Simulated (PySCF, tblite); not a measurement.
# C6H11NSi2: geometry, infrared bands and NMR shifts

Wanted: the infrared bands and NMR shifts of C6H11NSi2 (`N#C[Si@H](/C=C\[SiH3])C1CC1`), by calculation.

The runs use tblite 0.8.0 and PySCF 2.14.0, with density-fitted response routines of our own; the level of theory stands in each step. All values are computed, except where a source is named. Atoms are numbered from 0 throughout.

### 1 The molecule as given

20 atoms, charge 0, multiplicity 1; geometry from: force field or distance geometry start.

Bonds of the start (Å): N0–C1 1.16, C1–Si2 1.83, Si2–C3 1.82, C3–C4 1.35, C4–Si5 1.84, Si2–C6 1.84, C6–C7 1.52, C7–C8 1.52, C8–C6 1.48, Si2–H9 1.49, C3–H10 1.10, C4–H11 1.09, Si5–H12 1.45, Si5–H13 1.48, Si5–H14 1.46, C6–H15 1.12, C7–H16 1.12, C7–H17 1.11, C8–H18 1.10, C8–H19 1.12.

### 2 Geometry optimisation with GFN2-xTB

What the job is given:

```
{"job": {"kind": "relax", "xc": "GFN2-xTB", "basis": "xTB"}, "charge": 0, "multiplicity": 1}
N      0.076700    -0.960400    -3.730800
C      0.020700    -0.558200    -2.649300
Si    -0.040000     0.025000    -0.912500
C      0.713300    -1.237800     0.167900
C      1.913700    -1.027300     0.746100
Si     2.861200     0.520600     0.467900
C     -1.715200     0.589700    -0.416500
C     -1.923000     0.773900     1.077100
C     -2.685300    -0.281200     0.291000
H      0.856800     1.205800    -0.827800
H      0.207000    -2.193400     0.382700
H      2.324000    -1.810300     1.379200
H      3.331800     0.618300    -0.904400
H      2.074800     1.717600     0.843300
H      4.031800     0.507700     1.345100
H     -2.182600     1.367900    -1.071500
H     -2.432800     1.736100     1.318600
H     -1.183600     0.343700     1.777100
H     -2.491100    -1.323100     0.568100
H     -3.763600    -0.003900     0.145700
```

Run with:

```sh
OMP_NUM_THREADS=1 python probes_run.py task.json out
```

The driver reads the jobs from task.json and runs them one after another.

**Question.** This job is followed by: GFN2-xTB harmonic vibrations, gas phase; GIAO PBE0/pcSseg-1 NMR shielding, non-relativistic, gas phase. Predict these results of the whole session: strongest single infrared mode (GFN2-xTB); zero-point energy (GFN2-xTB); ¹³C shifts against TMS (PBE0/pcSseg-1); ¹H shifts against TMS (PBE0/pcSseg-1, means over atoms taken as alike); ¹⁵N shifts against NH3 (PBE0/pcSseg-1); ²⁹Si shifts against TMS (PBE0/pcSseg-1).

As calculated:

| quantity | value |
| --- | --- |
| strongest single infrared mode (GFN2-xTB) | 2253 cm⁻¹, 433 km/mol |
| zero-point energy (GFN2-xTB) | 89.9 kcal/mol |
| ¹³C shifts against TMS (PBE0/pcSseg-1) | 156.7, 152.7, 125.5, 3.4, 3.2, -3.8 ppm |
| ¹H shifts against TMS (PBE0/pcSseg-1, means over atoms taken as alike) | 7.47, 7.13, 5.07, 4.16, 0.80, 0.77, 0.28, 0.28, 0.02 ppm |
| ¹⁵N shifts against NH3 (PBE0/pcSseg-1) | 360.8 ppm |
| ²⁹Si shifts against TMS (PBE0/pcSseg-1) | -53.5, -85.2 ppm |

In words: Relaxing lowered the energy by 0.649 eV in 168 steps; the close pair that moved most is Si2–C3, from 1.825 to 1.883 Å. All 54 modes are real, so the xTB geometry is a minimum. GFN2-xTB is a fitted tight-binding method: band positions and strengths are rough. Its intensities can rank the bands wrongly. At PBE0/pcSseg-1: Shielding is most anisotropic at N0 (span 589 ppm, paramagnetic term -431 ppm).
